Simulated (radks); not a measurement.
# Sb²⁺ in [Kr] 4d10 5s2 5d1: an all-electron calculation

The task here is to estimate one member of a computed series from the others.

The numbers are computed with radks (a radial shooting solver on a logarithmic mesh, Libxc functionals) version 1 (Dirac Kohn-Sham, B86b exchange with PBE correlation, spin-unpolarised, spherical densities, finite nucleus; open shells are shared between the two j in proportion to 2j + 1), except any that are marked as measured or tabulated.

## The atom as given

```
element            : antimony (Z = 51)
charge             : +2
electrons          : 49
configuration      : [Kr] 4d10 5s2 5d1
nuclear rms radius : 4.6802 fm
```

The outer shells:

Sb²⁺
```
[Kr] core
4d [↑↓][↑↓][↑↓][↑↓][↑↓]
5s [↑↓]
5d [↑ ][  ][  ][  ][  ]
```

The first run:

The run's settings:

```text
Z 51
configuration [Kr] 4d10 5s2 5d1
relativity Dirac
functional b86_mgc,pbe
spin unpolarised
j_filling average
nucleus finite rms 4.6802 fm
c 137.035999084
```

The run is started by

```console
$ python run_ks.py task.json out
```

This one command runs every case of the session in turn.

One of the session's tables, all rows but one given; the rest of the session is left out.

It belongs to the step «Orbitals and density». Sizes of the orbitals, from the radial functions (bohr):

```
level      <r>  outermost maximum (interpolated)  90 % within  nodes
1s1/2  0.02842                            0.0183       0.0511      0
2s1/2   0.1222                             0.104        0.189      1
2p1/2   0.1032                            0.0798        0.169      0
2p3/2        ?                                 ?            ?      ?
3s1/2   0.3302                             0.300        0.486      2
3p1/2   0.3208                             0.286        0.483      1
3p3/2   0.3321                             0.297        0.499      1
3d3/2   0.3033                             0.243        0.478      0
3d5/2   0.3069                             0.246        0.483      0
4s1/2   0.7906                             0.723         1.14      3
4p1/2   0.8320                             0.746         1.22      2
4p3/2   0.8609                             0.770         1.26      2
4d3/2    1.015                             0.841         1.56      1
4d5/2    1.027                             0.850         1.58      1
5s1/2    2.059                              1.82         2.98      4
5d3/2    3.665                              3.16         5.42      2
5d5/2    3.694                              3.19         5.46      2
```

Q: Estimate the row for 2p3/2 from the others.

**Answer.** <r>: 0.1087; outermost maximum (interpolated): 0.0844; 90 % within: 0.177; nodes: 0. In the column «<r>» it lies between 2p1/2 (0.1032) and 2s1/2 (0.1222).
